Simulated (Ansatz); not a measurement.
# Bismuth, simple cubic under LDA: from relaxation to bulk modulus

Aim: take bismuth in the simple cubic structure, relax it, solve it on a dense k-mesh, switch on spin-orbit coupling, then scale the cell to 7 volumes from 88 to 112 % of the relaxed one and try a fit of the equation of state. The k-meshes are 10×10×10 for the relaxation; 16×16×16 for the dense run; 10×10×10 for spin-orbit coupling; 11×11×11 for the volumes.

Program: Ansatz 0.2.0. Level of theory: DFT LDA (PW92), plane waves (420 eV) with PAW, scalar-relativistic; PAW files made under PBE, frozen cores solved again for the functional. These are calculated values, not measurements.

### 1 Starting point

Symmetry: Pm-3m, No. 221, cubic system. The conventional cell has a = 3.252 Å, b = 3.252 Å, c = 3.252 Å, α = 90.00°, β = 90.00°, γ = 90.00°. Bi (site symmetry m-3m) is surrounded by 6 Bi at 3.25 Å.

Coordinates:

```cif
data_structure
_symmetry_space_group_name_H-M 'Pm-3m'
_symmetry_Int_Tables_number 221
_cell_length_a 3.2522
_cell_length_b 3.2522
_cell_length_c 3.2522
_cell_angle_alpha 90.000
_cell_angle_beta 90.000
_cell_angle_gamma 90.000
_cell_volume 34.40
loop_
_atom_site_label
_atom_site_type_symbol
_atom_site_symmetry_multiplicity
_atom_site_Wyckoff_symbol
_atom_site_fract_x
_atom_site_fract_y
_atom_site_fract_z
_atom_site_occupancy
Bi1 Bi 1 a 0.00000 0.00000 0.00000 1
```

### 2 Geometry optimisation

input.yaml

```yaml
crystal:
  lattice:
    - [3.2521762864, 0.0, 0.0]
    - [0.0, 3.2521762864, 0.0]
    - [0.0, 0.0, 3.2521762864]
  atoms:
    - { symbol: Bi, position: [0.0, 0.0, 0.0] }
hamiltonian:
  xc: lda
  pseudopotentials:
    kind: paw
    azcp:
      Bi: "pseudopotentials/Bi.paw.azcp"
basis:
  ecutwfc: 420
  fft_grid_basis: typed
kpoints:
  mp_grid: { grid: [10, 10, 10], shift: [0, 0, 0] }
magnetization:
  spin_polarized: false
scf:
  occupations: { method: fermi_dirac, width: 0.1 }
relax:
  max_steps: 60
  f_tol: 0.01
  cell: {}
output:
  write_density: true
  write_potential: true
  elf: true
  volumetric_format: npy
```

After this run come: The energy on a finer k-mesh; A two-component run at the same geometry; Equation of state: 88 %; Equation of state: 92 %; Equation of state: 96 %; Equation of state: 100 %; Equation of state: 104 %; Equation of state: 108 %; Equation of state: 112 %.

Before running it: what results should come out? Wanted: space group; conventional cell; volume; shortest distance; gap on the mesh; relative to A7 rhombohedral; V₀, B₀, B₀′.

As calculated:

| quantity | value |
| --- | --- |
| space group (spins left aside) | Pm-3m (No. 221) |
| conventional cell | a = 3.196 Å |
| volume | 32.632 Å³/atom |
| shortest distance | 3.196 Å |
| gap on the mesh | none (levels filled in part) |
| relative to A7 rhombohedral | +27 meV/atom |
| V₀, B₀, B₀′ | 32.701 Å³/atom, 57 GPa, 4.7 |

From the guessed start the volume shrank by 5.1 % in 5 steps. It lies 27 meV/atom above the element's reference form at the same level (A7 rhombohedral, from a run of its own). Levels at the Fermi energy are filled in part, as in a metal. Totals with and without spin-orbit coupling (-39.9 eV/atom apart) can't be read as binding, since the two-component data shift the zero of energy. B₀ comes out at 57 GPa. The symmetry was held, so the structure may be unstable against distortions that break it.
